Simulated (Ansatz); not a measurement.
# SiCl3F + H2: a complex and its separated parts

The complex below is one end of an elementary step. How strongly is it bound against its free parts?

Program: Ansatz 0.2.0, Gaussian basis. Level of theory: PBE0-D4/def2-TZVP structures, single points in def2-TZVPP, no counterpoise correction. These are calculated values, not measurements.

Levels: SPW92, PBE-D4, BLYP-D4, r2SCAN-D4, B97M-V, PBE0-D4, B3LYP-D4, r2SCAN0-D4, BHLYP-D4, CAM-B3LYP-D4, wB97X-V, wB97M-V, B2PLYP, PBE-QIDH, RPA on PBE, Hartree-Fock, MP2, CCSD, CCSD(T).

Cores are frozen in the correlated methods. B3LYP uses VWN-RPA correlation. B2PLYP carries no dispersion term here.

## Step 1: Where the work starts

The complex: 7 atoms, charge 0, spin multiplicity 1.

Atoms are counted from 1 here; the program's logs count them from 0.

Bond lengths: Si1–Cl3 2.014 Å, Si1–Cl4 2.014 Å, Si1–Cl5 2.014 Å, Si1–F7 1.576 Å, H2–H6 0.746 Å. Angles: Cl3–Si1–Cl4 110.6°, Cl3–Si1–Cl5 110.6°, Cl3–Si1–F7 108.3°, Cl4–Si1–Cl5 110.6°, Cl4–Si1–F7 108.3°, Cl5–Si1–F7 108.3°.

As a file:

| atom | x (Å) | y (Å) | z (Å) |
| --- | --- | --- | --- |
| Si1 | -1.08960 | 0.32614 | 0.15268 |
| H2 | 3.11531 | -1.00062 | -0.48796 |
| Cl3 | -0.84317 | -1.25945 | -1.06387 |
| Cl4 | -2.17944 | -0.18177 | 1.76849 |
| Cl5 | -1.95727 | 1.85104 | -0.83645 |
| H6 | 2.62276 | -0.53468 | -0.17608 |
| F7 | 0.33141 | 0.79944 | 0.64319 |

Its parts: SiCl3F holds atoms 1, 3, 4, 5, 7; H2 holds atoms 2, 6. Each part counts its atoms afresh in its own runs.

## Step 2: Relaxing SiCl3F alone

Input file relax-a/in.yaml:

```yaml
crystal:
  periodic: [false, false, false]
  atoms:
    - {symbol: Si, position_ang: [-1.089604, 0.326138, 0.152677]}
    - {symbol: Cl, position_ang: [-0.843170, -1.259447, -1.063873]}
    - {symbol: Cl, position_ang: [-2.179436, -0.181767, 1.768495]}
    - {symbol: Cl, position_ang: [-1.957272, 1.851038, -0.836452]}
    - {symbol: F, position_ang: [0.331412, 0.799439, 0.643191]}
basis:
  gaussian: {orbitals: def2-TZVP}
hamiltonian: {xc: pbe0, dispersion: d4}
relax: {f_tol: 0.005, max_steps: 200}
```

No record of the launch command was kept for these runs.

After this run come: Relaxing H2 alone; wB97M-V/def2-TZVPP; CCSD(T)/def2-TZVPP; Vibrations of SiCl3F; Vibrations of H2.

What does the calculation give? Wanted: complex less parts, CCSD(T)/def2-TZVPP; with zero-point energy; largest T1 diagnostic.

The runs gave:

| quantity | value |
| --- | --- |
| complex less parts, CCSD(T)/def2-TZVPP | -1.46 kJ/mol |
| with zero-point energy | +1.02 kJ/mol |
| largest T1 diagnostic | 0.010 |

At CCSD(T) the complex lies 1.46 kJ/mol below its parts. Among the functionals r2SCAN-D4 lands nearest to CCSD(T) (+0.06 kJ/mol) and SPW92 farthest (-2.16 kJ/mol). By rung, the mean size of the error is: LDA 2.16, GGA 0.78, meta-GGA 0.21, hybrid 0.55, range-separated hybrid 0.63, double hybrid 0.73 kJ/mol. PBE-D4 gives a relative energy 1.41 kJ/mol too low, an error of 96 % of the reference. The complex's frequency run has imaginary modes: the structure is no minimum, so both the energy and the zero-point correction are in doubt. No counterpoise was applied, and triple zeta lacks some correlation, so the CCSD(T) reference has a basis error of its own, and close matches with it are partly luck.
